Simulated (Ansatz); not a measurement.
# BH₆O₃P: basis-set convergence

Aim: see how fast density functionals converge with the basis set for BH₆O₃P.

Computed with Ansatz 0.2.0, Gaussian basis. Level: one geometry, several basis sets.

Levels to be run: PBE0-D4/def2-SVP; ωB97M-V/def2-SVP; PBE0-D4/def2-QZVPP; ωB97M-V/def2-QZVPP; the functionals' def2-TZVPP values are taken from earlier runs.

## 1. The geometry

The geometry comes from an earlier relaxation with PBE0-D4 in a triple-zeta def2 set; it is a stationary point, not always the lowest conformer.

11 atoms, charge 0, spin multiplicity 1.

Atoms are counted from 1 here; the program's logs count them from 0.

Bond lengths: O1–B2 1.368 Å, O1–H6 0.959 Å, B2–O3 1.362 Å, B2–O4 1.374 Å, O3–H7 0.959 Å, O4–H8 0.962 Å, P5–H9 1.416 Å, P5–H10 1.415 Å, P5–H11 1.415 Å. Angles: B2–O1–H6 112.9°, O1–B2–O3 116.8°, O1–B2–O4 124.3°, O3–B2–O4 118.9°, B2–O3–H7 111.3°, B2–O4–H8 113.3°, H9–P5–H10 94.8°, H9–P5–H11 94.8°, H10–P5–H11 95.1°.

## 2. PBE0-D4 in def2-SVP

The input, in.yaml:

```yaml
crystal:
  periodic: [false, false, false]
  atoms:
    - {symbol: O, position_ang: [-0.434726, 0.078790, 1.751785]}
    - {symbol: B, position_ang: [0.201035, -1.096049, 1.456302]}
    - {symbol: O, position_ang: [0.398176, -1.964171, 2.487327]}
    - {symbol: O, position_ang: [0.643492, -1.442588, 0.202178]}
    - {symbol: P, position_ang: [-0.291095, 1.426479, -1.754206]}
    - {symbol: H, position_ang: [-0.544151, 0.646341, 0.986181]}
    - {symbol: H, position_ang: [0.848974, -2.757852, 2.192932]}
    - {symbol: H, position_ang: [0.463529, -0.771740, -0.464065]}
    - {symbol: H, position_ang: [-0.861202, 2.687674, -1.453809]}
    - {symbol: H, position_ang: [0.773929, 1.958430, -2.519493]}
    - {symbol: H, position_ang: [-1.132561, 1.177885, -2.864533]}
basis:
  gaussian: {orbitals: def2-SVP}
hamiltonian: {xc: pbe0, dispersion: d4}
output: {orbitals: {seedname: orbitals}}
```

Launch:

```
ansatz run in.yaml --threads 4 --pin off --events-out ev --progress --plain --max-ram 10444MiB
```

Further steps of the session: ωB97M-V in def2-SVP; PBE0-D4 in def2-QZVPP; ωB97M-V in def2-QZVPP.

**Question.** What will the summary of the whole plan be? Wanted: PBE0-D4: double and triple zeta above quadruple; ωB97M-V: double and triple zeta above quadruple.

As calculated:

| quantity | value |
| --- | --- |
| PBE0-D4: double and triple zeta above quadruple | 12.29, 0.71 eV |
| ωB97M-V: double and triple zeta above quadruple | 12.48, 0.68 eV |

For PBE0-D4 the step from double to triple zeta gains 11.59 eV and the next only 0.71 eV. These are total energies; as a rule much of such shifts cancels in differences, which this series doesn't test. The LUMO of ωB97M-V is positive and keeps falling with the basis (2.23 to 1.18 eV): an unbound level that the basis holds in place.
